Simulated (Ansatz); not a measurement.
# C₃H₆BBr: up Jacob's ladder to CCSD(T)

One table from this session's results is given with a row withheld; the runs are named, their logs left out.

Computed with Ansatz 0.2.0, Gaussian basis. Level: functionals in def2-TZVPP, the program's frozen cores in correlated methods.

Plan: PBE-D4, r2SCAN-D4, PBE0-D4, B3LYP-D4, ωB97X-V, ωB97M-V, B2PLYP; CCSD(T)/def2-TZVPP; MP2/def2-QZVPP; extrapolation to the limit.

### Structure used throughout

All runs share one geometry, relaxed beforehand with PBE0-D4 in a triple-zeta def2 set.

SMILES `C=C(Br)BC`, 11 atoms, charge 0, spin multiplicity 1.

Atoms are counted from 1 here; the program's logs count them from 0.

Bond lengths: C1–C2 1.333 Å, C1–H6 1.084 Å, C1–H7 1.085 Å, C2–Br3 1.909 Å, C2–B4 1.548 Å, B4–C5 1.548 Å, B4–H8 1.201 Å, C5–H9 1.102 Å, C5–H10 1.091 Å, C5–H11 1.092 Å. Angles: C2–C1–H6 123.6°, C2–C1–H7 118.5°, H6–C1–H7 117.9°, C1–C2–Br3 118.2°, C1–C2–B4 122.3°, Br3–C2–B4 119.5°, C2–B4–C5 125.1°, C2–B4–H8 114.0°, C5–B4–H8 120.8°, B4–C5–H9 105.7°, B4–C5–H10 114.5°, B4–C5–H11 113.5°, H9–C5–H10 106.3°, H9–C5–H11 105.6°, H10–C5–H11 110.4°.

Set-up of the first run:

The input, in.yaml:

```yaml
crystal:
  periodic: [false, false, false]
  atoms:
    - {symbol: C, position_ang: [-1.502784, 1.382212, -0.562360]}
    - {symbol: C, position_ang: [-0.329924, 0.887619, -0.165495]}
    - {symbol: Br, position_ang: [1.081544, 2.112871, 0.222035]}
    - {symbol: B, position_ang: [-0.082051, -0.633414, -0.018225]}
    - {symbol: C, position_ang: [1.250281, -1.278627, 0.432846]}
    - {symbol: H, position_ang: [-1.696752, 2.442026, -0.685928]}
    - {symbol: H, position_ang: [-2.310337, 0.689685, -0.776716]}
    - {symbol: H, position_ang: [-1.048217, -1.310295, -0.244666]}
    - {symbol: H, position_ang: [1.161282, -1.415220, 1.522980]}
    - {symbol: H, position_ang: [2.132395, -0.656009, 0.273065]}
    - {symbol: H, position_ang: [1.409964, -2.277749, 0.022965]}
basis:
  gaussian: {orbitals: def2-TZVPP}
hamiltonian: {xc: pbe, dispersion: d4}
output: {forces: true, orbitals: {seedname: orbitals}}
```

Command:

```sh
ansatz run in.yaml --threads 4 --pin off --events-out ev --progress --plain --max-ram 10444MiB
```

Steps of the session up to this table: PBE-D4 (GGA); r2SCAN-D4 (meta-GGA); PBE0-D4 (hybrid); B3LYP-D4 (hybrid); ωB97X-V (range-separated); ωB97M-V (range-separated); B2PLYP (double hybrid); CCSD(T) in def2-TZVPP; MP2 in def2-QZVPP.

One of the session's tables, all rows but one given; the rest of the session is left out.

It belongs to the step «Atomisation energies». 

| method | atomisation energy (kJ/mol) |
| --- | --- |
| PBE-D4 | 4360.4 |
| r2SCAN-D4 | 4284.1 |
| PBE0-D4 | 4297.0 |
| B3LYP-D4 | 4262.3 |
| ωB97X-V | 4248.9 |
| ωB97M-V | ? |
| B2PLYP | 4217.9 |
| HF/def2-TZVPP | 3211.8 |
| MP2/def2-TZVPP | 4223.0 |
| CCSD/def2-TZVPP | 4084.3 |
| CCSD(T)/def2-TZVPP | 4148.2 |
| MP2/CBS | 4318.3 |
| CCSD(T)/CBS | 4243.5 |

Estimate the missing values for ωB97M-V.

The run gave: atomisation energy (kJ/mol): 4261.1. In the column «atomisation energy (kJ/mol)» it lies between ωB97X-V (4248.9) and B3LYP-D4 (4262.3).
